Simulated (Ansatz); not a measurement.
# Trimethylarsine (C₃H₉As): up Jacob's ladder to CCSD(T)

One table from this session's results is given with a row withheld; the runs are named, their logs left out.

Computed with Ansatz 0.2.0, Gaussian basis. Level: functionals in def2-TZVPP, the program's frozen cores in correlated methods.

Levels to be run: LDA (SPW92), PBE-D4, revPBE-D4, BLYP-D4, r2SCAN-D4, B97M-V, PBE0-D4, B3LYP-D4, r2SCANh-D4, r2SCAN0-D4, HSE06-D4, BHLYP-D4, CAM-B3LYP-D4, LC-ωPBE, ωB97X-V, ωB97M-V, B2PLYP, PBE-QIDH; CCSD(T)/def2-SVP; CCSD(T)/def2-TZVPP; MP2/def2-QZVPP; extrapolation to the limit; RPA on PBE.

### The geometry

An earlier PBE0-D4 in a triple-zeta def2 set relaxation fixed the geometry.

SMILES `C[As](C)C`, 13 atoms, charge 0, spin multiplicity 1.

Atoms are counted from 1 here; the program's logs count them from 0.

Bond lengths: C1–As2 1.965 Å, C1–H5 1.091 Å, C1–H6 1.092 Å, C1–H7 1.091 Å, As2–C3 1.965 Å, As2–C4 1.965 Å, C3–H8 1.092 Å, C3–H9 1.091 Å, C3–H10 1.091 Å, C4–H11 1.091 Å, C4–H12 1.091 Å, C4–H13 1.092 Å. Angles: As2–C1–H5 109.3°, As2–C1–H6 111.2°, As2–C1–H7 109.3°, H5–C1–H6 109.3°, H5–C1–H7 108.3°, H6–C1–H7 109.3°, C1–As2–C3 97.0°, C1–As2–C4 97.0°, C3–As2–C4 97.0°, As2–C3–H8 111.2°, As2–C3–H9 109.3°, As2–C3–H10 109.3°, H8–C3–H9 109.3°, H8–C3–H10 109.3°, H9–C3–H10 108.3°, As2–C4–H11 109.3°, As2–C4–H12 109.3°, As2–C4–H13 111.2° and more.

The first run:

The input, in.yaml:

```yaml
crystal:
  periodic: [false, false, false]
  atoms:
    - {symbol: C, position_ang: [-0.577263, 1.427429, -0.711852]}
    - {symbol: As, position_ang: [0.600070, -0.141278, -0.830237]}
    - {symbol: C, position_ang: [1.410306, 0.033529, 0.951331]}
    - {symbol: C, position_ang: [-0.747503, -1.487730, -0.348442]}
    - {symbol: H, position_ang: [0.024032, 2.335825, -0.770745]}
    - {symbol: H, position_ang: [-1.141091, 1.427930, 0.223234]}
    - {symbol: H, position_ang: [-1.272898, 1.421398, -1.552245]}
    - {symbol: H, position_ang: [0.647336, 0.173119, 1.719886]}
    - {symbol: H, position_ang: [1.987670, -0.864590, 1.175471]}
    - {symbol: H, position_ang: [2.088716, 0.887891, 0.957492]}
    - {symbol: H, position_ang: [-0.255189, -2.445647, -0.174575]}
    - {symbol: H, position_ang: [-1.449744, -1.607895, -1.174654]}
    - {symbol: H, position_ang: [-1.294341, -1.194783, 0.550136]}
basis:
  gaussian: {orbitals: def2-TZVPP}
hamiltonian: {xc: lda}
output: {orbitals: {seedname: orbitals}}
```

Started as:

```sh
> ansatz run in.yaml --threads 4 --pin off --events-out ev --progress --plain --max-ram 10444MiB
```

Among the steps run: LDA; PBE-D4 (GGA); revPBE-D4 (GGA); BLYP-D4 (GGA); r2SCAN-D4 (meta-GGA); B97M-V (meta-GGA); PBE0-D4 (hybrid); B3LYP-D4 (hybrid); r2SCANh-D4 (hybrid); r2SCAN0-D4 (hybrid); HSE06-D4 (hybrid); BHLYP-D4 (hybrid); CAM-B3LYP-D4 (range-separated); LC-ωPBE (range-separated); ωB97X-V (range-separated); ωB97M-V (range-separated); B2PLYP (double hybrid); PBE-QIDH (double hybrid).

One of the session's tables, all rows but one given; the rest of the session is left out.

It belongs to the step «Frontier levels by functional». 

| functional | HOMO (eV) | LUMO (eV) | gap (eV) |
| --- | --- | --- | --- |
| LDA (SPW92) | -5.52 | 0.19 | 5.71 |
| PBE-D4 | -5.39 | 0.36 | 5.75 |
| revPBE-D4 | -5.34 | 0.44 | 5.78 |
| BLYP-D4 | -5.28 | 0.41 | 5.69 |
| r2SCAN-D4 | -5.61 | 0.74 | 6.35 |
| B97M-V | -5.68 | 0.53 | 6.21 |
| PBE0-D4 | -6.46 | 1.19 | 7.65 |
| B3LYP-D4 | -6.29 | 0.87 | 7.16 |
| r2SCANh-D4 | -6.01 | 1.03 | 7.03 |
| r2SCAN0-D4 | -6.61 | 1.44 | 8.05 |
| HSE06-D4 | -6.06 | 0.82 | 6.88 |
| BHLYP-D4 | -7.44 | 1.78 | 9.22 |
| CAM-B3LYP-D4 | -7.76 | 1.95 | 9.71 |
| LC-ωPBE | ? | ? | ? |
| ωB97X-V | -8.71 | 3.01 | 11.72 |
| ωB97M-V | -8.61 | 2.62 | 11.23 |

**Question.** Estimate the row for LC-ωPBE.

**Answer.** HOMO (eV): -9.04; LUMO (eV): 3.24; gap (eV): 12.28. In the column «HOMO (eV)» it is the lowest.
